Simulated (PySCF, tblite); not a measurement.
# C2H8Cl2PSi2 radical: geometry, infrared bands and EPR parameters

What infrared bands and EPR parameters should C2H8Cl2PSi2 radical (`[SiH3]P[Si@@H](Cl)C[CH]Cl`) show?

Programs: tblite 0.8.0 and PySCF 2.14.0, with density-fitted response routines of our own. Each step states its level of theory. These are calculated values for one molecule in the gas phase, unless marked as measured. Atoms are numbered from 0 throughout.

## (1) The starting structure

15 atoms, charge 0, multiplicity 2; geometry from: force field or distance geometry start.

Bonds of the start (Å): Si0–P1 2.22, P1–Si2 2.20, Si2–Cl3 2.07, Si2–C4 1.87, C4–C5 1.49, C5–Cl6 1.71, Si0–H7 1.49, Si0–H8 1.49, Si0–H9 1.47, P1–H10 1.40, Si2–H11 1.48, C4–H12 1.09, C4–H13 1.09, C5–H14 1.08.

## (2) Optimising the geometry with GFN2-xTB

What the job is given:

```
{"job": {"kind": "relax", "xc": "GFN2-xTB", "basis": "xTB"}, "charge": 0, "multiplicity": 2}
Si     2.608800    -0.205000     0.285000
P      1.367700    -0.535400    -1.526200
Si    -0.412400     0.472400    -0.714400
Cl    -1.619600     0.953900    -2.325800
C     -1.362200    -0.643800     0.447500
C     -2.583900    -0.034600     1.038100
Cl    -2.532200     0.570500     2.635700
H      2.636100     1.250700     0.602100
H      1.999000    -0.958700     1.411000
H      3.972100    -0.688200     0.031000
H      1.870600     0.528800    -2.292200
H     -0.042600     1.757600    -0.080800
H     -1.673300    -1.541900    -0.093600
H     -0.687300    -0.988900     1.233200
H     -3.545100     0.070400     0.557700
```

Command:

```sh
$ OMP_NUM_THREADS=1 python probes_run.py task.json out
```

The driver reads the jobs from task.json and runs them one after another.

What it wrote:

```text
step      E/eV     max force
  0    -637.03045    1.902
  1    -637.11984    0.924
  2    -637.15604    0.227
  3    -637.16157    0.201
  4    -637.17109    0.236
  5    -637.17761    0.211
  6    -637.18267    0.170
  7    -637.18708    0.184
  8    -637.19272    0.238
  9    -637.19915    0.280
 10    -637.20561    0.200
 11    -637.21087    0.181
 12    -637.21526    0.162
 13    -637.22006    0.234
 14    -637.22465    0.209
 15    -637.22800    0.146
 16    -637.23062    0.119
 17    -637.23271    0.133
 18    -637.23436    0.117
 19    -637.23563    0.090
 20    -637.23663    0.093
 21    -637.23774    0.113
 22    -637.23914    0.148
 23    -637.24037    0.111
 24    -637.24107    0.054
 25    -637.24147    0.054
 26    -637.24187    0.066
 27    -637.24249    0.093
 28    -637.24336    0.090
 29    -637.24428    0.084
 30    -637.24501    0.082
 31    -637.24555    0.074
 32    -637.24611    0.066
 33    -637.24679    0.102
 34    -637.24762    0.109
 35    -637.24852    0.083
 36    -637.24938    0.090
 37    -637.25013    0.081
 38    -637.25074    0.074
 39    -637.25124    0.061
 40    -637.25165    0.047
 41    -637.25194    0.053
 42    -637.25213    0.040
 43    -637.25232    0.050
 44    -637.25253    0.047
 45    -637.25274    0.044
 46    -637.25289    0.036
 47    -637.25296    0.019
 48    -637.25300    0.017
 49    -637.25303    0.019
 50    -637.25308    0.025
 51    -637.25314    0.023
 52    -637.25319    0.017
 53    -637.25323    0.011
 54    -637.25325    0.011
 55    -637.25326    0.014
 56    -637.25329    0.015
 57    -637.25332    0.015
 58    -637.25334    0.011
 59    -637.25337    0.011
 60    -637.25339    0.014
 61    -637.25342    0.013
 62    -637.25345    0.012
 63    -637.25347    0.014
 64    -637.25350    0.016
 65    -637.25355    0.021
 66    -637.25361    0.027
 67    -637.25368    0.022
 68    -637.25372    0.014
 69    -637.25375    0.016
 70    -637.25378    0.017
 71    -637.25384    0.021
 72    -637.25389    0.020
 73    -637.25395    0.022
 74    -637.25401    0.028
 75    -637.25409    0.029
 76    -637.25420    0.029
 77    -637.25430    0.020
 78    -637.25435    0.017
 79    -637.25438    0.017
 80    -637.25443    0.022
 81    -637.25450    0.033
 82    -637.25460    0.031
 83    -637.25467    0.016
 84    -637.25469    0.013
 85    -637.25471    0.014
 86    -637.25474    0.019
 87    -637.25480    0.027
 88    -637.25489    0.026
 89    -637.25496    0.016
 90    -637.25500    0.017
 91    -637.25502    0.018
 92    -637.25507    0.021
 93    -637.25515    0.033
 94    -637.25529    0.038
 95    -637.25542    0.031
 96    -637.25553    0.020
 97    -637.25557    0.018
 98    -637.25564    0.018
 99    -637.25570    0.019
100    -637.25575    0.018
101    -637.25577    0.010
```

Wall time 1.1 s (1 thread of Arm Neoverse V1, shared host).

Step by step: (not every step is listed)

```
step  energy from step 0 (eV)  largest force (eV/Å)
   0                   0.0000                1.9022
   1                  -0.0894                0.9236
   2                  -0.1256                0.2270
   3                  -0.1311                0.2006
   4                  -0.1406                0.2358
   5                  -0.1472                0.2110
   6                  -0.1522                0.1701
   7                  -0.1566                0.1840
   8                  -0.1623                0.2383
  16                  -0.2002                0.1186
  24                  -0.2106                0.0541
  32                  -0.2157                0.0661
  40                  -0.2212                0.0466
  48                  -0.2226                0.0171
  56                  -0.2228                0.0146
  64                  -0.2231                0.0158
  72                  -0.2234                0.0201
  80                  -0.2240                0.0223
  88                  -0.2244                0.0260
  96                  -0.2251                0.0197
  97                  -0.2251                0.0178
  98                  -0.2252                0.0176
  99                  -0.2253                0.0193
 100                  -0.2253                0.0180
 101                  -0.2253                0.0100
```

Close pairs (by a distance rule), those that changed most:

```
   bond  before (Å)  after (Å)  change (Å)
 Si2–C4       1.870      1.946      +0.076
Si2–Cl3       2.070      2.015      -0.055
 P1–Si2       2.201      2.240      +0.039
  C4–C5       1.487      1.457      -0.030
 Si0–H7       1.490      1.466      -0.024
 Si0–H8       1.486      1.462      -0.024
 P1–H10       1.404      1.381      -0.023
 Si0–P1       2.220      2.237      +0.016
```

The end geometry stands in the next job.

## (3) Vibrational analysis with GFN2-xTB

What the job is given:

```
{"job": {"kind": "ir", "xc": "GFN2-xTB", "basis": "xTB"}, "charge": 0, "multiplicity": 2}
Si     2.729402    -0.231634     0.310121
P      1.340989    -0.544052    -1.415281
Si    -0.493680     0.524511    -0.701291
Cl    -1.685791     0.934145    -2.273638
C     -1.436641    -0.710798     0.470276
C     -2.633081    -0.107061     1.043136
Cl    -2.451197     1.005420     2.320647
H      2.674293     1.124882     0.862303
H      2.343155    -1.196473     1.338417
H      4.074534    -0.505914    -0.192095
H      1.803344     0.517410    -2.168124
H     -0.284763     1.786688     0.014051
H     -1.712143    -1.588785    -0.114582
H     -0.743132    -1.020756     1.252032
H     -3.529703     0.020407     0.462324
```

What it wrote:

```text
mode    cm-1     km/mol
  1      19.5      0.98
  2      24.3      0.52
  3      58.0      0.89
  4      78.3      1.96
  5      91.3      0.72
  6     103.9      0.57
  7     116.5      6.06
  8     161.5      5.29
  9     244.4      0.78
 10     357.2      0.12
 11     428.5     15.29
 12     461.2     38.12
 13     480.1     22.79
 14     490.2     67.69
 15     509.2     48.24
 16     533.5    147.24
 17     587.6    180.78
 18     616.1    127.00
 19     637.4    135.19
 20     660.1     77.19
 21     712.4     42.66
 22     737.6    105.65
 23     755.4    424.55
 24     766.1    190.11
 25     783.1    128.55
 26     832.0     68.04
 27    1082.8     13.97
 28    1151.6     32.44
 29    1175.8     12.92
 30    1243.9     71.60
 31    1432.6      6.59
 32    2205.0     85.22
 33    2234.2    243.24
 34    2265.8    104.43
 35    2274.5    264.60
 36    2334.9    137.57
 37    2974.7      8.67
 38    2977.4     20.85
 39    3097.1      7.80
```

It took 0.88 s on 1 thread of Arm Neoverse V1, shared host.

The strongest bands and the atoms that carry them (share of the mass-weighted mode):

```
cm⁻¹  km/mol                                atoms
 534   147.2  Si2 38 %, P1 20 %, H9 12 %, H7 11 %
 588   180.8         H11 49 %, H10 23 %, Si2 13 %
 637   135.2          C4 36 %, H11 33 %, Si2 13 %
 755   424.6                     H8 44 %, H9 35 %
 766   190.1  H8 36 %, H9 24 %, H10 17 %, H7 16 %
2234   243.2                              H7 92 %
2274   264.6                     H9 68 %, H8 27 %
2335   137.6                             H10 95 %
```

## (4) g tensor and hyperfine couplings: B3LYP/pcH-1

Settings changed since step 3:

```diff
@@ -1,2 +1,2 @@
-{"job": {"kind": "ir", "xc": "GFN2-xTB", "basis": "xTB"}, "charge": 0, "multiplicity": 2}
+{"job": {"kind": "epr", "basis": "pcH-1"}, "charge": 0, "multiplicity": 2}
 Si     2.729402    -0.231634     0.310121
```

Level: UKS B3LYP, pcH-1 on C Cl H P Si, non-relativistic, mean-field spin-orbit, GIAO.

What it wrote:

```text
UKS, coarse grid
  cycle   1  E = -1921.77834548  |g| = 3.40e-01
  cycle   2  E = -1921.77538104  |g| = 3.08e-01
  cycle   3  E = -1921.81917331  |g| = 6.42e-02
  cycle   4  E = -1921.82102245  |g| = 1.59e-02
  cycle   5  E = -1921.82114708  |g| = 6.96e-03
  cycle   6  E = -1921.82117248  |g| = 2.72e-03
  cycle   7  E = -1921.82117554  |g| = 8.73e-04
UKS, final grid
  cycle   1  E = -1921.82117004  |g| = 1.09e-03
  cycle   2  E = -1921.82116931  |g| = 1.61e-03
  cycle   3  E = -1921.82117073  |g| = 1.39e-04
  cycle   4  E = -1921.82117074  |g| = 4.44e-05
  cycle   5  E = -1921.82117074  |g| = 2.38e-05
E = -1921.82117074 Eh   <S^2> = 0.7540 (exact 0.7500)
g shifts (ppm)      1          2          3
  rmc          -180       -180       -180
  gc             -3          9          9
  oz_so        -482       6023       7230
  total        -666       5852       7059
hyperfine (MHz)  atom isotope    a_iso     a_fc   dipolar eigenvalues
    0  29Si       0.73       0.73     -0.22      0.04      0.18
    1   31P      29.44      29.50     -6.48     -5.55     12.03
    2  29Si    -128.33    -128.52    -23.18     11.10     12.08
    3  35Cl      -0.04      -0.05     -0.67     -0.52      1.19
    4   13C     -27.16     -27.20     -3.18     -0.88      4.07
    5   13C     160.76     160.27    -76.31    -75.64    151.95
    6  35Cl       7.66       7.75    -29.20    -19.30     48.50
    7    1H       0.07       0.07     -0.56     -0.43      0.98
    8    1H       0.13       0.13     -0.66     -0.51      1.17
    9    1H       0.94       0.94     -0.31     -0.23      0.55
   10    1H       5.65       5.64     -1.08     -0.13      1.20
   11    1H       1.13       1.13     -2.63     -1.15      3.78
   12    1H      30.55      30.54     -4.58     -4.46      9.04
   13    1H      48.85      48.82     -4.56     -4.12      8.69
   14    1H     -46.72     -46.84    -34.72     -1.97     36.70
```

It took 2.7 min on 1 thread of Arm Neoverse V1, shared host; peak memory 1.2 GiB.

Principal g values 2.00165, 2.00817, 2.00938; g(iso) = 2.00640, against 2.00232 for a free electron.

Hyperfine couplings; where a row names several nuclei, a(iso) is their mean (it holds for fast rotation or exchange) and the dipolar term the largest among them:

```
    nuclei  isotope  a(iso) (MHz)  a(iso) (G, at g = 2.0023)  largest dipolar term (MHz)
        C5      13C         160.8                       57.4                       151.9
       Si2     29Si        -128.3                      -45.8                       -23.2
       H13       1H          48.8                       17.4                         8.7
       H14       1H         -46.7                      -16.7                        36.7
       H12       1H          30.5                       10.9                         9.0
        P1      31P          29.4                       10.5                        12.0
        C4      13C         -27.2                       -9.7                         4.1
       Cl6     35Cl           7.7                        2.7                        48.5
       H10       1H           5.6                        2.0                         1.2
       H11       1H           1.1                        0.4                         3.8
       Si0     29Si           0.7                        0.3                        -0.2
H7, H8, H9       1H           0.4                        0.1                         1.2
       Cl3     35Cl           0.0                        0.0                         1.2
```

Mulliken spin populations:

Si0 0.00; P1 0.02; Si2 0.08; Cl3 0.00; C4 -0.06; C5 0.89; Cl6 0.08; H7 0.00; H8 0.00; H9 0.00; H10 0.00; H11 0.00; H12 0.01; H13 0.02; H14 -0.03

In first order the couplings over 0.8 MHz of 1H, 31P, 35Cl give 216 distinct lines over 66.1 G, if the averaged nuclei exchange fast.

Orbitals, density, ELF and potential are computed afterwards from the orbital file.

ELF in a plane through or near 7 of the atoms.

Values, 10 rows by 14 columns:
```
0.00 0.00 0.00 0.00 0.00 0.00 0.00 0.00 0.00 0.00 0.00 0.00 0.00 0.00
0.00 0.00 0.00 0.00 0.00 0.00 0.00 0.00 0.00 0.00 0.00 0.00 0.00 0.00
0.00 0.00 0.00 0.01 0.27 0.40 0.01 0.00 0.00 0.04 0.05 0.00 0.00 0.00
0.00 0.00 0.08 0.12 0.89 0.97 0.03 0.38 0.07 0.09 0.18 0.03 0.00 0.00
0.00 0.35 1.00 0.97 0.85 0.30 0.02 0.31 0.52 0.64 0.58 0.19 0.00 0.00
0.00 0.32 1.00 0.97 0.20 0.87 0.51 0.34 0.88 0.60 0.98 0.98 0.02 0.00
0.00 0.00 0.04 0.02 0.38 0.61 0.89 0.48 0.43 0.07 0.03 0.17 0.00 0.00
0.00 0.00 0.00 0.04 0.98 0.98 0.05 0.66 0.48 0.88 0.32 0.00 0.00 0.00
0.00 0.00 0.00 0.00 0.21 0.18 0.01 0.77 0.85 0.74 0.13 0.00 0.00 0.00
0.00 0.00 0.00 0.00 0.00 0.00 0.00 0.08 0.14 0.04 0.00 0.00 0.00 0.00
```
The map spans 13.4 Å across and 10.6 Å up, centred on the molecule. Atoms in the plane (x, y in Å): Si0 (-2.7, 0.6), Si2 (0.4, -1.0), Cl3 (1.4, -2.7), C5 (2.7, 0.6), H9 (-4.1, 0.4), H10 (-2.1, -2.1), H14 (3.5, -0.1).

On the surface of density 0.002 e/bohr³ the electrostatic potential runs, from the 1st to the 99th percentile, from -0.64 V near P1 to 1.37 V near H13.

The spin density lies nearest to C5 60 %; Cl6 13 %; H14 10 %.

## (5) What came out

| quantity | value |
| --- | --- |
| strongest single infrared mode (GFN2-xTB) | 755 cm⁻¹, 425 km/mol |
| zero-point energy (GFN2-xTB) | 53.9 kcal/mol |
| g(iso) (B3LYP) | 2.00640 |
| ⟨S²⟩ | 0.754 (exact 0.75) |
| largest a(iso) (averaged by class) | 13C on C5, 160.8 MHz |
| surface potential, 1st and 99th percentile | -0.64 V and 1.37 V |

The optimisation took 101 steps and gained 0.225 eV; among the close pairs (by a distance rule), Si2–C4 changed most, from 1.870 to 1.946 Å. All 39 modes are real, so the xTB geometry is a minimum. The strongest single mode, at 755 cm⁻¹, moves mainly H8 and H9. Unscaled tight-binding wavenumbers are off by several per cent, some by more. Its intensities can rank the bands wrongly. C5 carries the largest spin population, 0.89 e. The isotropic g lies 4.1 ppt above the free-electron value.
